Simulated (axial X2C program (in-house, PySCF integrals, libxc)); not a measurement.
**GeN⁻: properties at the nuclei**

Aim: properties at the nuclei of GeN⁻, with spin–orbit coupling in the Hamiltonian from the start.

Method: two-component X2C with atomic mean-field terms, Ge dyall-acv3z, N dyall-av3z; program: an in-house X2C program for linear molecules on PySCF integrals.

All values are calculated.

## Step 1: Input

Contents of task.json:

```json
{"zs": [32, 7], "q": -1, "bas": ["dyall-acv3z", "dyall-av3z"], "r0": 1.71, "levels": ["PBE0", "HF", "BP86", "BHandHLYP", "TPSSh"], "nst": 3}
```

Keys: zs atomic numbers; q charge; bas basis sets; r0 starting distance in Å; levels methods (HF also brings MP2); nst determinants followed.

On the command line:

```sh
$ python soeom.py task.json out
```

After this run come: Expectation values, lowest determinant; Expectation values, a higher determinant; Expectation values, a higher determinant.

Before running it: what results should come out? Wanted: lowest determinant; qzz Ge; qzz N; higher determinant; Eeff magnitude; Ws magnitude Ge; A∥/gI Ge (for each run or level that gives them).

The runs gave:

| quantity | value |
| --- | --- |
| lowest determinant | Ω = 0 (closed shell) |
| qzz Ge (a.u.), PBE0 | -3.87 |
| qzz N (a.u.), PBE0 | -0.78 |
| higher determinant | Ω = 1 (excess of +ω over −ω: ω = -1/2, ω = 3/2) |
| Eeff magnitude (GV/cm), PBE0, higher determinant | 0.0746 |
| Ws magnitude Ge (kHz), PBE0, higher determinant | 0.0324 |
| A∥/gI Ge (MHz), PBE0, higher determinant | -158 |
| qzz Ge (a.u.), PBE0, higher determinant | -4.30 |
| higher determinant | Ω = 1 (excess of +ω over −ω: 2 × ω = 1/2) |
| Eeff magnitude (GV/cm), PBE0, higher determinant | 0.0554 |
| Ws magnitude Ge (kHz), PBE0, higher determinant | 0.0225 |
| A∥/gI Ge (MHz), PBE0, higher determinant | 566 |
| qzz Ge (a.u.), PBE0, higher determinant | -4.34 |

What this shows: The expectation values come from single determinants, which for open shells can mix terms of unlike spin or miss the lowest Ω, so a determinant need not be a state. Eeff is the effective electric field on the electron dipole moment in this Ω state and Ws the scalar–pseudoscalar constant (defined with the proton number Z and per Ω); A∥ is the parallel hyperfine constant, which follows by multiplying with the nuclear g factor gI = μI/(I μN); qzz is the electric field gradient, eQq0 = 234.96 MHz × Q/barn × qzz. The operators were transformed with the bare-nucleus X2C matrices.
